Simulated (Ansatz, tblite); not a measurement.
# (ClMg-mu-F)2 (Mg2Cl2F2): one state, many levels

The task here is to estimate one member of a computed series from the others.

Computed with Ansatz 0.2.0, Gaussian basis. Level: as each input shows.

Levels to be run: GFN1-xTB, GFN2-xTB, PBE-D4/def2-TZVP, r2SCAN-D4/def2-TZVP, HSE06-D4/def2-TZVP, LDA/def2-TZVP, r2SCAN0-D4/def2-TZVP, B97M-V/def2-TZVP, B3LYP-D4/def2-TZVP, LC-ωPBE/def2-TZVP, PBE-QIDH/def2-TZVP, PBE-D4/def2-SVP, PBE0-D4/def2-SVP, HF/STO-3G, HF/6-31G, B3LYP-D4/6-31G, CCSD(T)/def2-SVP, MP2/def2-TZVP, RPA/def2-TZVP.

### The geometry

The geometry is that of the singlet, from an earlier relaxation (r2SCAN-D4/def2-SVP).

6 atoms, charge 0, spin multiplicity 1.

Bond lengths: Mg1–Cl2 2.201 Å, Mg1–F3 1.906 Å, Mg1–F6 1.906 Å, F3–Mg4 1.907 Å, Mg4–Cl5 2.201 Å, Mg4–F6 1.906 Å. Angles: Cl2–Mg1–F3 139.6°, Cl2–Mg1–F6 139.6°, F3–Mg1–F6 80.7°, Mg1–F3–Mg4 99.2°, F3–Mg4–Cl5 139.4°, F3–Mg4–F6 80.7°, Cl5–Mg4–F6 139.8°, Mg1–F6–Mg4 99.3°.

PBE0-D4/def2-TZVP was run before; its log isn't repeated, and its numbers join the tables.

Set-up of the first run:

Tight binding, by tblite at 300 K electronic temperature and without a spin-polarisation term:

```python
tblite.interface.Calculator('GFN1-xTB', numbers, positions, charge=0, uhf=0).singlepoint()
```

Tight binding, by tblite at 300 K electronic temperature and without a spin-polarisation term:

```python
tblite.interface.Calculator('GFN2-xTB', numbers, positions, charge=0, uhf=0).singlepoint()
```

start.molden holds the orbitals of an earlier run on this state, given as this run's starting guess.

The input, in.yaml:

```yaml
crystal:
  periodic: [false, false, false]
  atoms:
    - {symbol: Mg, position_ang: [1.138118, -0.120837, 0.894082]}
    - {symbol: Cl, position_ang: [2.864713, -0.302412, 2.247654]}
    - {symbol: F, position_ang: [0.765233, 0.170375, -0.952749]}
    - {symbol: Mg, position_ang: [-1.139693, 0.117876, -0.892454]}
    - {symbol: Cl, position_ang: [-2.861864, 0.303366, -2.251172]}
    - {symbol: F, position_ang: [-0.766508, -0.168369, 0.954639]}
basis:
  gaussian: {orbitals: def2-TZVP, initial_orbitals: start.molden}
hamiltonian: {xc: pbe, dispersion: d4}
scf: {omitted_lower_state_checks: [starts]}
output: {orbitals: {seedname: orbitals}}
```

Run with:

```console
ansatz run in.yaml --threads 4 --pin off --events-out ev --progress --plain --max-ram 3916MiB
```

Among the steps run: PBE-D4/def2-TZVP; r2SCAN-D4/def2-TZVP; HSE06-D4/def2-TZVP; LDA/def2-TZVP; r2SCAN0-D4/def2-TZVP; B97M-V/def2-TZVP; B3LYP-D4/def2-TZVP; LC-ωPBE/def2-TZVP; PBE-QIDH/def2-TZVP; PBE-D4/def2-SVP; PBE0-D4/def2-SVP; HF/STO-3G; HF/6-31G; B3LYP-D4/6-31G; CCSD(T)/def2-SVP; MP2/def2-TZVP; RPA/def2-TZVP.

One of the session's tables, all rows but one given; the rest of the session is left out.

It belongs to the step «Levels side by side». 

| level | HOMO (eV) | gap (eV) |
| --- | --- | --- |
| HF/STO-3G | -8.64 | 17.09 |
| HF/6-31G | -12.07 | 12.36 |
| LDA/def2-TZVP | -7.52 | 4.51 |
| PBE-D4/def2-SVP | -7.19 | 4.59 |
| PBE-D4/def2-TZVP | -7.33 | 4.60 |
| r2SCAN-D4/def2-TZVP | -7.67 | 5.42 |
| B97M-V/def2-TZVP | -7.71 | 5.05 |
| B3LYP-D4/6-31G | ? | ? |
| B3LYP-D4/def2-TZVP | -8.44 | 6.13 |
| PBE0-D4/def2-SVP | -8.61 | 6.72 |
| PBE0-D4/def2-TZVP | -8.71 | 6.72 |
| r2SCAN0-D4/def2-TZVP | -8.94 | 7.24 |
| HSE06-D4/def2-TZVP | -8.31 | 5.96 |
| LC-ωPBE/def2-TZVP | -11.56 | 11.46 |

**Question.** Estimate the row for B3LYP-D4/6-31G.

As computed: HOMO (eV): -8.46; gap (eV): 5.94. In the column «HOMO (eV)» it lies between PBE0-D4/def2-SVP (-8.61) and B3LYP-D4/def2-TZVP (-8.44).
